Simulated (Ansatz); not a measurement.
# Ge: an axial (c/a) deformation path

One table from this session's results is given with a row withheld; the runs are named, their logs left out.

Computed with Ansatz 0.2.0 (DFT PBEsol, scalar-relativistic, plane waves, PAW, unless a step's input says otherwise).

## The structure to begin with

It takes space group Cmcm (No. 63, orthorhombic). The conventional cell has a = 2.976 Å, b = 5.189 Å, c = 4.728 Å, α = 90.00°, β = 90.00°, γ = 90.00°. Ge (site symmetry m2m) is surrounded by 12 Ge at 2.92 to 2.99 Å.

Coordinates:

```cif
data_structure
_symmetry_space_group_name_H-M 'Cmcm'
_symmetry_Int_Tables_number 63
_cell_length_a 2.9761
_cell_length_b 5.1894
_cell_length_c 4.7276
_cell_angle_alpha 90.000
_cell_angle_beta 90.000
_cell_angle_gamma 90.000
_cell_volume 73.01
loop_
_atom_site_label
_atom_site_type_symbol
_atom_site_symmetry_multiplicity
_atom_site_Wyckoff_symbol
_atom_site_fract_x
_atom_site_fract_y
_atom_site_fract_z
_atom_site_occupancy
Ge1 Ge 4 c 0.00000 0.33345 0.75000 1
```

It goes back to an entry of the Materials Project, which need not be the stable form.

The cell is taken as given, not relaxed at this level.

## The reference cell

The reference gives a free energy of -8506.4509 eV, pressure 0.36 GPa, largest force 0.004 eV/Å and gap on the mesh none (metal). It was computed beforehand with the settings of the runs below.

The first run:

At fixed volume and fractional coordinates, lengths along (0.000, 0.000, 1.000) are scaled against those across it; ρ is that ratio over its starting value.

input.yaml

```yaml
crystal:
  lattice:
    - [1.5708886528, -2.7391286946, 0.0]
    - [1.5708886528, 2.7391286946, 0.0]
    - [0.0, 0.0, 4.2421526066]
  atoms:
    - { symbol: Ge, position: [0.66655337, 0.33344663, 0.25] }
    - { symbol: Ge, position: [0.33344663, 0.66655337, 0.75] }
basis:
  ecutwfc: 420
kpoints:
  mp_grid: { grid: [20, 20, 12] }
hamiltonian:
  xc: pbesol
scf:
  occupations: { method: gaussian, width: 0.15 }
output:
  forces: true
  stress: true
  eigenvalues: true
```

On the command line:

```console
$ ansatz run input.yaml --threads 1 --pin off --max-ram 2560MiB --backend cpu --events-out ev --progress --plain --runs-dir out
```

Steps of the session up to this table: Point ρ = 0.850; ρ = 1.200; At ρ = 0.920; ρ = 1.100; Point ρ = 0.960; Point ρ = 1.050; At ρ = 0.800; Point ρ = 1.300.

One table of the session follows, with a row left open; its other results are not shown here.

| ρ | ΔE (meV/atom) | pressure (GPa) |
| --- | --- | --- |
| 0.800 | 55.6 | 2.4 |
| 0.850 | 47.3 | 1.9 |
| 0.920 | 23.9 | 0.8 |
| 0.960 | 10.6 | 0.8 |
| 1.000 | 0.0 | 0.4 |
| 1.050 | -3.1 | 0.4 |
| 1.100 | -0.4 | 0.7 |
| 1.200 | ? | ? |
| 1.300 | 105.9 | 4.2 |

**Question.** Estimate the row for ρ = 1.200.

Worked estimate for «ΔE (meV/atom)». A straight line through the neighbours (1.100, -0.4) and (1.300, 105.9) gives -0.4 + (105.9 + 0.4) × (1.200 − 1.100) / (1.300 − 1.100) = 52.7; a parabola fitted to 3 rows on both sides gives 33.6.

As computed: ΔE (meV/atom): 32.5; pressure (GPa): 1.8. In «ΔE (meV/atom)» the line misses by +20.2 and the parabola by +1.1.
